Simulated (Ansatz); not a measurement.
CH4AlFS, SMILES C[S][AlH][F], a single point in a Gaussian basis

Computed with the Ansatz DFT code, driven from Python.

Run as a notebook:

**Cell 1**
```python
import ansatz
import numpy as np
```

**Cell 2**
```python
geometry_ang = [
    ("C", [-0.7055, 1.0722, -0.1679]),
    ("S", [-1.0275, -0.5537, -0.8538]),
    ("Al", [0.8106, -1.4431, 0.0786]),
    ("F", [0.8364, -2.147, 1.7404]),
    ("H", [0.2106, 1.5216, -0.5669]),
    ("H", [-1.5778, 1.7951, -0.5179]),
    ("H", [-0.7249, 1.0892, 0.934]),
    ("H", [2.2703, -1.3913, -0.7023]),
]
mol = ansatz.Crystal.molecule()
for symbol, xyz in geometry_ang:
    mol = mol.atom(symbol, xyz)
```

**Cell 3**
```python
calc = mol.calculation()
calc = calc.basis(gaussian="def2-SVPD").functional("pbe0")
calc = calc.forces()
trace = []
out = calc.session().plan().execute(on_event=trace.append)
rep = out.report
```

**Cell 4**
```python
sorted(key for key in rep if key.endswith("_ev"))
```
Output:
```text
['free_energy_ev', 'reference_energy_ev']
```

**Cell 5**
```python
for event in trace:
    if event["event"] == "mean_field_evaluation" and event["data"]["evaluation"] <= 25:
        print("pass {evaluation:3d}  E = {energy_ev:.6f} eV  gradient {gradient_ev:.1e}".format(**event["data"]))

print("reference energy %16.6f eV" % rep["reference_energy_ev"])
print("total energy     %16.6f eV" % rep["free_energy_ev"])
print("occupied orbitals outside the frozen core (up, down):", rep["n_occupied"], " frozen:", rep["n_frozen"], " virtual:", rep["n_virtual"])
```
Output:
```text
pass   1  E = -21229.998167 eV  gradient 4.8e+01
pass   2  E = -21221.575797 eV  gradient 8.5e+01
pass   3  E = -21234.440669 eV  gradient 1.1e+01
pass   4  E = -21234.688483 eV  gradient 3.3e+00
pass   5  E = -21234.711934 eV  gradient 7.7e-01
pass   6  E = -21234.714128 eV  gradient 1.7e-01
pass   7  E = -21234.713586 eV  gradient 1.7e-01
pass   8  E = -21234.713654 eV  gradient 5.5e-02
pass   9  E = -21234.865325 eV  gradient 1.6e-01
pass  10  E = -21234.865378 eV  gradient 3.5e-02
pass  11  E = -21234.865381 eV  gradient 1.7e-02
pass  12  E = -21234.865382 eV  gradient 2.7e-03
pass  13  E = -21234.865382 eV  gradient 2.7e-03
pass  14  E = -21234.865382 eV  gradient 4.4e-04
pass  15  E = -21234.865382 eV  gradient 4.2e-05
pass  16  E = -21234.865382 eV  gradient 4.2e-05
reference energy    -21234.865425 eV
total energy        -21234.865425 eV
occupied orbitals outside the frozen core (up, down): [24, 24]  frozen: 0  virtual: [102, 102]
```

**Cell 6**
```python
symbols = [site.symbol for site in mol.cartesian_sites]
forces = np.array(rep["forces_ev_ang"])
print("largest force", round(float(np.linalg.norm(forces, axis=1).max()), 4), "eV/A, rms", round(float(np.sqrt((forces ** 2).mean())), 4))
```
Output:
```text
largest force 2.8439 eV/A, rms 1.0193
```

**Cell 7**
```python
charges = rep["charge_distribution"]
print("dipole moment", round(4.803205 * float(np.linalg.norm(charges["dipole_moment_e_ang"])), 3), "D")
print("Mulliken:", [(s, round(q, 3)) for s, q in zip(symbols, charges["mulliken_charges_e"])])
```
Output:
```text
dipole moment 2.237 D
Mulliken: [('C', -0.137), ('S', -0.657), ('Al', 1.254), ('F', -0.649), ('H', 0.054), ('H', 0.197), ('H', 0.074), ('H', -0.135)]
```

Total energies depend on the basis set; only differences at equal settings carry meaning. The geometry is a force-field or estimated start, not a minimum of this method, and the basis set is short of its limit. Mulliken charges are unreliable in a basis with diffuse functions. Early passes use coarser integrals and grids, so their energies can't be compared with the last. Timing: 6 s on 1 thread of Arm Neoverse V1, with other jobs on the host, peak memory 0.34 GiB.
